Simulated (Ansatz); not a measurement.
Runs of Ansatz 0.2.0 on FeGe. Symmetry: P2_13, No. 198, cubic system. Conventional cell: a = 4.689 Å, b = 4.689 Å, c = 4.689 Å, α = 90.00°, β = 90.00°, γ = 90.00°. Ge (site symmetry 3) is surrounded by 7 Fe at 2.38 to 2.64 Å. Around Fe (site symmetry 3) lie 7 Ge at 2.38 to 2.64 Å. 

```csv
potentials or basis,cutoff (eV),gap on the mesh (eV),pressure (GPa),moment (μB),relaxed volume (Å³/atom),largest force (eV/Å)
Ansatz PAW earlier set,950,none,0.0,4.17,12.68,0.01
PseudoDojo stringent (PBE files),1687,none,0.0,(b),12.69,0.01
Ansatz PAW earlier set,844,none,0.0,4.17,12.68,0.01
Ansatz NC,1225,none,0.0,4.17,12.67,0.01
SPMS NC,871,none,0.0,(a),12.68,0.01
Ansatz PAW,420,none,0.0,4.16,12.67,0.01
PseudoDojo standard (PBE files),1225,none,0.0,4.53,12.74,0.01
JTH PAW,1320,none,0.0,4.18,12.69,0.01
```

Alike in all rows: task relaxation of cell and atoms; level PBE; spin collinear, ferromagnetic start; cell relaxed; k mesh 6 × 6 × 6; smearing fermi-dirac 0.05 eV.

**Question.** Fill in the values left out.

**Answer.** (a) 4.31; (b) 4.32.

Caveats: the plane-wave basis is chosen anew once the cell has moved, so the energies of steps on either side of that aren't comparable.

A k mesh can miss the band edges, and the runs leave out spin-orbit coupling on Ge.

A gap of «none» marks a metal or a gap under the smearing width.

The runs don't all hold the same shells in valence.
